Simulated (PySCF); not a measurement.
**Changing the system itself: LiSn⁻**

How does LiSn⁻ answer to another spin, charge, distance or environment?

Program: PySCF 2.14.0. Level of theory: each script names its method and basis. These are calculated values, not measurements.

7 further runs of the same task are left out: 1 for a known fault of the program, 6 that didn't finish.

## 1. Starting geometry

LiSn⁻: 2 atoms, charge -1, spin multiplicity 1.

No contacts short enough for the rule that draws bonds.

## 2. Base script

File input.py:

```python
from pyscf import gto, dft

mol = gto.M(
    atom='Li 0 0 0; Sn 0 0 2.735',
    basis='lanl2dz',
    ecp={'Sn': 'lanl2dz'},
    charge=-1,
    spin=0,
    symmetry=True,
    verbose=3,
)
mf = dft.UKS(mol, xc='hse06')
mf.kernel()
mf.mulliken_pop()
mf.dip_moment()
print('orbital energies (hartree):', [e[max(0, n-3):n+3].round(4) for e, n in zip(mf.mo_energy, mol.nelec)])
```

On the command line:

```bash
$ OMP_NUM_THREADS=1 python input.py
```

Its log is not repeated here.

It gives: E(SCF) = -10.842542 Eh.

The bond length is a typed value, not an optimised one. The dipole of an ion depends on the origin.

## 3. Bond 5.47 Å

Variant 1 changes bond length: 2.735 Å → 5.47 Å.

File input.py:

```python
from pyscf import gto, dft

mol = gto.M(
    atom='Li 0 0 0; Sn 0 0 5.47',
    basis='lanl2dz',
    ecp={'Sn': 'lanl2dz'},
    charge=-1,
    spin=0,
    symmetry=True,
    verbose=3,
)
mf = dft.UKS(mol, xc='hse06')
mf.kernel()
mf.mulliken_pop()
mf.dip_moment()
print('orbital energies (hartree):', [e[max(0, n-3):n+3].round(4) for e, n in zip(mf.mo_energy, mol.nelec)])
```

On the command line:

```bash
$ OMP_NUM_THREADS=1 python input.py
```

## 4. Lengths in bohr

Variant 2 changes length unit: angstrom → bohr; bond length: 2.735 Å → 2.735 bohr.

input.py, as its differences from that of step 2:

```diff
@@ -8,2 +8,3 @@
     spin=0,
+    unit='bohr',
     symmetry=True,
```

## 5. Bond 2.817 Å

Variant 3 changes bond length: 2.735 Å → 2.817 Å.

input.py, as its differences from that of step 2:

```diff
@@ -3,3 +3,3 @@
 mol = gto.M(
-    atom='Li 0 0 0; Sn 0 0 2.735',
+    atom='Li 0 0 0; Sn 0 0 2.817',
     basis='lanl2dz',
```

## 6. Bond 3.419 Å

Variant 4 changes bond length: 2.735 Å → 3.419 Å.

input.py, as its differences from that of step 2:

```diff
@@ -3,3 +3,3 @@
 mol = gto.M(
-    atom='Li 0 0 0; Sn 0 0 2.735',
+    atom='Li 0 0 0; Sn 0 0 3.419',
     basis='lanl2dz',
```

**Question.** What will these runs give? Wanted: for each run, E(SCF); from base.

The runs gave:

```
                          run  E(SCF) (hartree)  from base (eV)
                         base        -10.842542               0
                  bond 5.47 Å        -10.794709         +1.3016
lengths in bohr (poor choice)        -10.578468  not comparable
                 bond 2.817 Å        -10.842360         +0.0049
                 bond 3.419 Å        -10.830564         +0.3259
```

The largest comparable shift of the SCF energy, +1.302 eV, comes with the run “bond 5.47 Å”. Rows marked «poor choice» come from settings spoiled on purpose.
